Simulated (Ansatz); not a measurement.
# BH7OSSi2: geometry optimisation from a Python script

What geometry does BH7OSSi2 take? Wanted for BH7OSSi2: a geometry optimisation.

Program: the Python package of Ansatz 0.2.0. Level of theory: PBE0/def2-SVP. These are calculated values, not measurements.

### Step 1. The system

Bond lengths: B1–O2 1.453 Å, O2–Si3 1.730 Å, Si3–S4 2.243 Å, S4–Si5 2.184 Å, B1–H6 1.260 Å, B1–H7 1.162 Å, Si3–H8 1.467 Å, Si3–H9 1.433 Å, Si5–H10 1.468 Å, Si5–H11 1.443 Å, Si5–H12 1.458 Å. Angles (14 of 17 angles, heavy atoms first): B1–O2–Si3 105.8°, O2–Si3–S4 107.9°, Si3–S4–Si5 90.0°, O2–B1–H6 116.9°, O2–B1–H7 125.0°, O2–Si3–H8 111.2°, O2–Si3–H9 107.4°, S4–Si3–H8 107.6°, S4–Si3–H9 109.9°, S4–Si5–H10 109.6°, S4–Si5–H11 106.7°, S4–Si5–H12 108.2°, H6–B1–H7 117.9°, H8–Si3–H9 112.8°.

No structure file is read: the coordinates are typed or built in the script.

### Step 2. The code

The input, opt_bh7ossi2.py:

```python
'''Minimum-energy structure of BH7OSSi2.'''

import ansatz as az
import numpy as np

GEOMETRY = '''
B    -0.03960    1.96500    1.92030
O    -0.82720    0.74920    2.03330
Si   -0.75680   -0.00520    0.47840
S     1.30280   -0.85530    0.21760
Si    0.74420   -1.60290   -1.75670
H    -0.65500    3.01490    1.59530
H     1.09020    2.05380    2.17600
H    -0.97180    0.97130   -0.59440
H    -1.72460   -1.06180    0.47010
H    -0.38870   -2.52810   -1.62990
H     1.89650   -2.29640   -2.27890
H     0.40700   -0.45980   -2.59700
'''


def main() -> None:
    geometry = az.Crystal.molecule()
    for line in GEOMETRY.strip().splitlines():
        symbol, *xyz = line.split()
        geometry = geometry.atom(symbol, [float(v) for v in xyz])

    base = (
        geometry.calculation()
        .basis(gaussian='def2-SVP')
        .functional('pbe0')
    )
    symbols = [site.symbol for site in geometry.cartesian_sites]
    start = np.array([site.position_ang for site in geometry.cartesian_sites], dtype=float)
    def progress(event):
        if event['event'] == 'relax_step':
            row = event['data']
            print(f'step {row["step"]:3d}  E = {row["lagrangian_ev"]:.6f} eV  max force {row["allowed_force_max_ev_ang"]:.4f} eV/A')


    summary = base.relax(force_tolerance=0.02).session().plan().execute(on_event=progress).report
    end = np.array(summary['positions_ang'])

    print('reference energy %16.6f eV' % summary['reference_energy_ev'])
    print('total energy     %16.6f eV' % summary['free_energy_ev'])
    print('occupied (up, down):', summary['n_occupied'], ' virtual:', summary['n_virtual'], ' frozen:', summary['n_frozen'])

    print('bond        before    after (A)')
    for i, j in [(0, 1), (0, 5), (0, 6), (1, 2), (2, 3), (2, 7), (2, 8), (3, 4), (4, 9), (4, 10), (4, 11)]:
        d0, d1 = (np.linalg.norm(xyz[i] - xyz[j]) for xyz in (start, end))
        print(f'{symbols[i]}{i}-{symbols[j]}{j}'.ljust(10), f'{d0:8.4f} {d1:8.4f}')
    with open('bh7ossi2_opt.xyz', 'w') as handle:
        handle.write(f'{len(symbols)}\nrelaxed BH7OSSi2\n')
        handle.writelines(f'{s:2s} {x:11.6f} {y:11.6f} {z:11.6f}\n' for s, (x, y, z) in zip(symbols, end))


if __name__ == '__main__':
    main()
```

### Step 3. The input behind the calls

The engine receives this input:

```yaml
crystal:
  periodic: [false, false, false]
  atoms:
    - { symbol: B, position_ang: [-0.0396, 1.965, 1.9203] }
    - { symbol: O, position_ang: [-0.8272, 0.7492, 2.0333] }
    - { symbol: Si, position_ang: [-0.7568, -0.0052, 0.4784] }
    - { symbol: S, position_ang: [1.3028, -0.8553, 0.2176] }
    - { symbol: Si, position_ang: [0.7442, -1.6029, -1.7567] }
    - { symbol: H, position_ang: [-0.655, 3.0149, 1.5953] }
    - { symbol: H, position_ang: [1.0902, 2.0538, 2.176] }
    - { symbol: H, position_ang: [-0.9718, 0.9713, -0.5944] }
    - { symbol: H, position_ang: [-1.7246, -1.0618, 0.4701] }
    - { symbol: H, position_ang: [-0.3887, -2.5281, -1.6299] }
    - { symbol: H, position_ang: [1.8965, -2.2964, -2.2789] }
    - { symbol: H, position_ang: [0.407, -0.4598, -2.597] }
basis:
  gaussian:
    orbitals: def2-SVP
hamiltonian:
  xc: pbe0
relax:
  f_tol: 0.02
```

### Step 4. The run

Run with:

```sh
$ python opt_bh7ossi2.py
```

Q: Predict the main results. Wanted: total energy; dipole moment; moves of the relaxation; energy gained; last largest force component.

The runs gave:

```
                    quantity           value
                total energy  -29406.7287 eV
               dipole moment          1.33 D
     moves of the relaxation              51
               energy gained        1.003 eV
last largest force component     0.0161 eV/Å
```

What this shows: After 51 moves the largest shift is 2.007 Å, of atom 10 (H). So large a move can change the bonding: the results belong to the relaxed structure. The end point is the stationary point reached from this start; no frequency run checks that it is a minimum, and the basis set is modest.
